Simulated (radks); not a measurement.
# Nuclear size and the levels of Sc²⁺

Aim: how the total energy, the levels and the density at the nucleus of Sc²⁺ respond when the nuclear radius is scaled.

The numbers are computed with radks (a radial shooting solver on a logarithmic mesh, Libxc functionals) version 1 (Dirac Kohn-Sham, LDA (Slater exchange, Perdew-Wang correlation), spin-unpolarised, spherical densities, finite nucleus; open shells are shared between the two j in proportion to 2j + 1), except any that are marked as measured or tabulated.

### Step 1. Starting point

* element: scandium (Z = 21)
* charge: +2
* electrons: 19
* configuration: [Ar] 3d1
* nuclear rms radius: 3.5459 fm

The outer shells:

Sc²⁺
```
[Ar] core
3d [↑ ][  ][  ][  ][  ]
```

### Step 2. rms radius 3.5459 fm

Settings of this run:

```text
Z 21
configuration [Ar] 3d1 4s0 4p0
relativity Dirac
functional lda,pw
spin unpolarised
j_filling average
nucleus finite rms 3.5459 fm
c 137.035999084
```

### Step 3. rms radius 2.9183 fm

Settings, as their differences from step 2:

```diff
@@ -6,3 +6,3 @@
 j_filling average
-nucleus finite rms 3.5459 fm
+nucleus finite rms 2.9183 fm
 c 137.035999084
```

### Step 4. rms radius 3.3722 fm

Settings, as their differences from step 3:

```diff
@@ -6,3 +6,3 @@
 j_filling average
-nucleus finite rms 2.9183 fm
+nucleus finite rms 3.3722 fm
 c 137.035999084
```

### Step 5. rms radius 3.8438 fm

Settings, as their differences from step 4:

```diff
@@ -6,3 +6,3 @@
 j_filling average
-nucleus finite rms 3.3722 fm
+nucleus finite rms 3.8438 fm
 c 137.035999084
```

### Step 6. rms radius 3.9005 fm

Settings, as their differences from step 5:

```diff
@@ -6,3 +6,3 @@
 j_filling average
-nucleus finite rms 3.8438 fm
+nucleus finite rms 3.9005 fm
 c 137.035999084
```

What does the calculation give? Wanted: for each run, rms radius; total energy shift; density at nucleus; 1s1/2 shift; 2s1/2 shift; 2p1/2 shift; 3s1/2 shift.

As calculated:

```
rms radius (fm)  total energy shift (eV)  density at nucleus (e/bohr³)  1s1/2 shift (meV)  2s1/2 shift (meV)  2p1/2 shift (meV)  3s1/2 shift (meV)
         2.9183                  -0.0125                          7248              -5.27             -0.430             0.0586            -0.0574
         3.3722                 -0.00368                          7218              -1.56             -0.127             0.0173            -0.0170
         3.5459                        0                          7208                  0                  0                  0                  0
         3.8438                  0.00673                          7191               2.85              0.233            -0.0317             0.0310
         3.9005                  0.00807                          7188               3.42              0.279            -0.0380             0.0372
```

What this shows: Shifts are against the first run. Over the range the 1s1/2 level moves by 0.00869 eV and the 3s1/2 level by 0.0946 meV. A larger nucleus binds the 1s electrons less and lowers the density at its centre. These are shifts of eigenvalues, not the field shifts of spectral lines.
